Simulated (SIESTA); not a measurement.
AlNi:

```xyz
2
Lattice="1.9387 -1.9532 0.0000 1.9387 1.9532 0.0000 0.0000 0.0000 3.0994" Properties=species:S:1:pos:R:3 pbc="T T T"
Ni    1.9387    0.0000    1.5497
Al    0.0000    0.0000    0.0000
```

The cell comes from a database or a generator and needn't be the stable form of this composition.

- Program: SIESTA 5.4.2
- Task: single point
- Functional: PBEsol
- Potentials or basis: PseudoDojo 0.4 standard (PBEsol files)
- Basis: DZP (energy shift 0.003 Ry; two zetas on semicore shells)
- Grid cutoff: 800 Ry
- Energy shift: 0.003 Ry
- k mesh: 10 × 10 × 9
- Occupations: fermi-dirac, width 0.05 eV
- Spin: collinear spin, ferromagnetic start
- Starting moments: [1.0, 0.0] μB

On this cell: pressure -0.7 GPa; largest force under 0.003 eV/Å; net moment 0.00 μB per cell; band gap on the k mesh none (metal or under the smearing width).

The same run follows on a disturbed copy (atoms moved at random, drawn with an rms of 0.05 Å):

```
CELL_PARAMETERS angstrom
1.93869 -1.95319 0.00000
1.93869 1.95319 0.00000
0.00000 0.00000 3.09943
ATOMIC_POSITIONS crystal
Ni 0.49749 0.50835 0.50137
Al 0.99686 0.98226 0.99410
```

Task: What changes?

Result: The energy (extrapolated to zero smearing) moves by +8.6 meV/atom; pressure -0.3 GPa; largest force 0.458 eV/Å; net moment 0.00 μB per cell; band gap on the k mesh none (metal or under the smearing width).

Forces on the atoms (eV/Å):
```
Ni  -0.319 -0.290 -0.151
Al   0.321  0.289  0.151
```

Stress tensor (GPa, compression positive):
```
 3.16 -0.13  0.20
-0.13  1.44  0.17
 0.20  0.17 -5.44
```

Caveats: short orbitals over semicore shells can move pressures by several GPa; the basis of atomic orbitals isn't converged, which shifts pressures, moduli and gaps.
